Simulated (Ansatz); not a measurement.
# C2H3BS (SMILES C#CBS): functionals against CCSD(T) at one geometry

An exercise on one series of results from a longer session: the logs are not shown, and one member is left open.

Computed with Ansatz 0.2.0, Gaussian basis. Level: single points in def2-TZVPP.

Correlated methods freeze the cores.

### Where the work starts

SMILES `C#CBS`, 7 atoms, charge 0, spin multiplicity 1.

Atoms are counted from 1 here; the program's logs count them from 0.

Bond lengths: C1–C2 1.207 Å, C1–H5 1.122 Å, C2–B3 1.422 Å, B3–S4 1.857 Å, B3–H6 1.196 Å, S4–H7 1.387 Å. Angles: C2–C1–H5 170.5°, C1–C2–B3 175.7°, C2–B3–S4 121.1°, C2–B3–H6 126.1°, S4–B3–H6 112.7°, B3–S4–H7 99.6°.

Coordinates:

```xyz
7

C    -1.5513   -0.0194   -0.9129
C    -0.7271    0.0579   -0.0349
B     0.3125    0.1848    0.9265
S     2.0891   -0.0920    0.4615
H    -2.4095   -0.2030   -1.6125
H     0.1796    0.5114    2.0695
H     1.9249   -0.4771   -0.8611
```

Set-up of the first run:

run/in.yaml

```yaml
crystal:
  periodic: [false, false, false]
  atoms:
    - {symbol: C, position_ang: [-1.551300, -0.019400, -0.912900]}
    - {symbol: C, position_ang: [-0.727100, 0.057900, -0.034900]}
    - {symbol: B, position_ang: [0.312500, 0.184800, 0.926500]}
    - {symbol: S, position_ang: [2.089100, -0.092000, 0.461500]}
    - {symbol: H, position_ang: [-2.409500, -0.203000, -1.612500]}
    - {symbol: H, position_ang: [0.179600, 0.511400, 2.069500]}
    - {symbol: H, position_ang: [1.924900, -0.477100, -0.861100]}
basis:
  gaussian: {orbitals: def2-TZVPP}
correlation: {method: ccsd_t}
output: {forces: true}
```

The command line of these runs was not kept.

Steps of the session up to this table: CCSD(T)/def2-TZVPP; PBE0-D4/def2-TZVPP; wB97M-V/def2-TZVPP; r2SCAN-D4/def2-TZVPP; PBE-D4/def2-TZVPP; r2SCANh-D4/def2-TZVPP; SPW92/def2-TZVPP.

One table of the session follows, with a row left open; its other results are not shown here.

```
    method  RMS force component (eV/Å)  angle to CCSD(T) forces (°)  dipole (D)
   CCSD(T)                       1.396                    reference        1.88
   PBE0-D4                       1.273                         12.1        1.91
   wB97M-V                       1.362                         17.4        1.93
 r2SCAN-D4                       1.216                          6.4        1.90
    PBE-D4                       1.182                          7.2        1.78
r2SCANh-D4                       1.254                         10.8        1.93
     SPW92                           ?                            ?           ?
```

Q: Estimate the row for SPW92 from the others.

**Answer.** RMS force component (eV/Å): 1.091; angle to CCSD(T) forces (°): 11.3; dipole (D): 1.80. In the column «RMS force component (eV/Å)» it is the lowest.
